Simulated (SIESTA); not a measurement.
Write the native input for SIESTA 5.4.2 that does the following.

```yaml
Task: single point
Functional: PBEsol
Potentials_or_basis: PseudoDojo 0.4 standard (PBEsol files)
Basis: DZP (energy shift 0.003 Ry; two zetas on semicore shells)
Grid_cutoff: 800 Ry
Energy_shift: 0.003 Ry
k_mesh: 7 × 7 × 6
Occupations: fermi-dirac, width 0.05 eV
Spin: no spin polarisation
```

The system is Ga.

```
Ga
1.0
     3.81696   -2.32663    0.00000
     3.81696    2.32663    0.00000
     0.00000    0.00000    4.48825
Ga
4
Cartesian
  2.5878 -1.5051 1.0801
  2.5623 1.5580 3.3637
  5.0115 1.5383 3.3472
  5.0483 -1.5281 1.1012
```

This isn't the form of Ga at room conditions, which is orthorhombic.

The cell isn't the ideal one: atoms moved at random, drawn with an rms of 0.05 Å.

The input as run:

Ga.fdf

```
SystemName                      Ga
SystemLabel                     Ga
NumberOfSpecies                 1
NumberOfAtoms                   4
%block ChemicalSpeciesLabel
  1  31 Ga
%endblock ChemicalSpeciesLabel

LatticeConstant                 1.0 Ang
%block LatticeVectors
     3.8169566100    -2.3266295500     0.0000000000
     3.8169566100     2.3266295500     0.0000000000
     0.0000000000     0.0000000000     4.4882540000
%endblock LatticeVectors
AtomicCoordinatesFormat         Fractional
%block AtomicCoordinatesAndAtomicSpecies
     0.6624370000     0.0155300000     0.2406490000  1  Ga
     0.0008360000     0.6704610000     0.7494550000  1  Ga
     0.3258820000     0.9870640000     0.7457760000  1  Ga
     0.9896990000     0.3329120000     0.2453480000  1  Ga
%endblock AtomicCoordinatesAndAtomicSpecies

%block kgrid.MonkhorstPack
    7   0   0  0.0
    0   7   0  0.0
    0   0   6  0.0
%endblock kgrid.MonkhorstPack
XC.Functional                   GGA
XC.Authors                      PBEsol
PAO.BasisSize                   DZP
PAO.EnergyShift                 0.003 Ry
Mesh.Cutoff                     800 Ry
OccupationFunction              FD
ElectronicTemperature           0.05 eV
MaxSCFIterations                120
SCF.MustConverge                false
SCF.Mixer.Method                Pulay
SCF.Mixer.Weight                0.25
SCF.Mixer.History               8
SCF.DM.Tolerance                5.0e-05
SCF.H.Tolerance                 1.0e-03 eV
WriteForces                     true
Charge.Mulliken                 end
%block PAO.Basis
  Ga 4
  n=4 0 2
    6.562 0.000
  n=4 1 2
    9.354 0.000
  n=3 2 2
    3.582 0.000
  n=4 2 1
    9.354
%endblock PAO.Basis
```

Potentials or basis: PseudoDojo 0.4 standard (PBEsol files), DZP (energy shift 0.003 Ry; two zetas on semicore shells).

Command:

```bash
$ siesta Ga.fdf > Ga.out 2>&1
```

Results of the run:

* Pressure: 0.0 GPa
* Largest force: 0.310 eV/Å
* Band gap on the k mesh: none (metal or under the smearing width)

Caveat: the basis of atomic orbitals isn't converged, which shifts pressures, moduli and gaps.

It took 4.2 min on 1 thread of Arm Neoverse V2, with other jobs on the host, peak memory 0.73 GiB.
